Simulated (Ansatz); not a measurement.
# ScO (quartet): the correlation ladder, def2-SVP

One table from this session's results is given with a row withheld; the runs are named, their logs left out.

Computed with Ansatz 0.2.0, Gaussian basis. Level: def2-SVP, core rule «outside noble gas», up to 10 orbitals frozen.

Plan: UHF; CCSD(T) on ROHF; CCSD(T) on UHF; CISD; CCSDT(Q) on ROHF; CCSDT(Q) on UHF; CCSDTQ on ROHF.

17 further runs of the same task are left out: 12 for a known fault of the program, 5 set aside as unsound or not needed.

## What is computed

The geometry is a PBE0/def2-TZVP stationary point (not a proven minimum).

2 atoms, charge 0, spin multiplicity 4.

Atoms are counted from 1 here; the program's logs count them from 0.

Bond lengths: Sc1–O2 1.945 Å.

Set-up of the first run:

in.yaml

```yaml
crystal:
  periodic: [false, false, false]
  atoms:
    - {symbol: Sc, position_ang: [0.000000, 0.000000, 0.000000]}
    - {symbol: O, position_ang: [0.000000, 0.000000, 1.944800]}
basis:
  gaussian: {orbitals: def2-SVP}
magnetization: {spin_polarized: true, initial_magnetization: 3}
hamiltonian: {xc: hf}
output: {orbitals: {seedname: orbitals}}
```

On the command line:

```bash
> ansatz run in.yaml --threads 1 --pin off --events-out ev --progress --plain --max-ram 2816MiB --backend cpu
```

Steps of the session up to this table: UHF; CCSD(T) on ROHF; CCSD(T) on UHF; CISD; CCSDT(Q) on ROHF; CCSDT(Q) on UHF; CCSDTQ on ROHF.

One of the session's tables, all rows but one given; the rest of the session is left out.

| method | from RCCSDTQ (kJ/mol) |
| --- | --- |
| ROHF | +480.0 |
| UHF | +468.7 |
| RMP2 | +49.8 |
| UMP2 | +47.1 |
| RCCSD | +13.4 |
| UCCSD | +10.2 |
| RCCSD(T) | +2.8 |
| UCCSD(T) | -0.3 |
| RCCSDT | ? |
| UCCSDT | -2.0 |
| RCCSDT(Q) | +0.2 |
| UCCSDT(Q) | -3.3 |
| RCCSDTQ | 0 |

**Question.** Estimate the row for RCCSDT.

The run gave: from RCCSDTQ (kJ/mol): +1.1. In the column «from RCCSDTQ (kJ/mol)» it lies between RCCSDT(Q) (+0.2) and RCCSD(T) (+2.8).

To keep in mind: Restricted and unrestricted rows rest on different reference determinants; where their highest levels disagree by more than a few hundredths of an eV, they describe different states and don't form one ladder.
